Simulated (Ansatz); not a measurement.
# AlH5O2S: the cost of one run

Program: Ansatz 0.2.0. Level of theory: RKS B3LYP/6-31G*. These are calculated values, not measurements.

**1. Starting point**

Bond lengths: Al1–O2 2.130 Å, O2–H3 1.010 Å, Al1–H4 1.560 Å, Al1–O5 1.780 Å, O5–H6 1.010 Å, Al1–S7 2.560 Å, S7–H8 1.400 Å. Angles: Al1–O2–H3 109.5°, O2–Al1–H4 120.0°, O2–Al1–O5 120.0°, O2–Al1–S7 71.6°, H4–Al1–O5 120.0°, H4–Al1–S7 96.8°, O5–Al1–S7 101.3°, Al1–O5–H6 109.5°, Al1–S7–H8 109.5°.

As a file:

```xyz
9

Al    0.0000    0.0000    0.0000
O     0.0000    0.0000    2.1300
H    -0.9095   -0.2814    2.4671
H     1.3510    0.0000   -0.7800
O    -1.5415    0.0000   -0.8900
H    -2.0512   -0.8467   -0.6815
S     0.1147    2.4267    0.8072
H     0.6673    2.4659    2.0930
H     0.0596    1.2609    1.9536
```

**2. A restrained relaxation towards end A**

Springs on the bonds that form and break draw the guess towards this end; the thresholds are loose.

input.yaml

```yaml
crystal:
  periodic: [false, false, false]
  atoms:
    - { symbol: Al, position_ang: [0.0, 0.0, 0.0] }
    - { symbol: O, position_ang: [0.0, 0.0, 2.13] }
    - { symbol: H, position_ang: [-0.9095, -0.2814, 2.4671] }
    - { symbol: H, position_ang: [1.351, 0.0, -0.78] }
    - { symbol: O, position_ang: [-1.5415, 0.0, -0.89] }
    - { symbol: H, position_ang: [-2.0512, -0.8467, -0.6815] }
    - { symbol: S, position_ang: [0.1147, 2.4267, 0.8072] }
    - { symbol: H, position_ang: [0.6673, 2.4659, 2.093] }
    - { symbol: H, position_ang: [0.0596, 1.2609, 1.9536] }
basis:
  gaussian: { orbitals: "6-31G*" }
hamiltonian:
  xc: b3lyp
relax:
  f_tol: 0.15
  max_steps: 25
  restrain:
    - { distance: [0, 6], at: 3.46, k: 30.0 }
    - { distance: [8, 1], at: 2.21, k: 30.0 }
    - { distance: [0, 1], at: 1.78, k: 30.0 }
    - { distance: [8, 6], at: 1.4, k: 30.0 }
```

On the command line:

```console
$ ansatz run input.yaml --threads 1 --pin off --max-ram 2048MiB --backend cpu --events-out ev --progress --plain --runs-dir out
```

What time and memory should one allow on 1 thread of AMD EPYC 7R43 (Zen 3), shared host?

About 31 s, with a peak of 0.16 GiB.
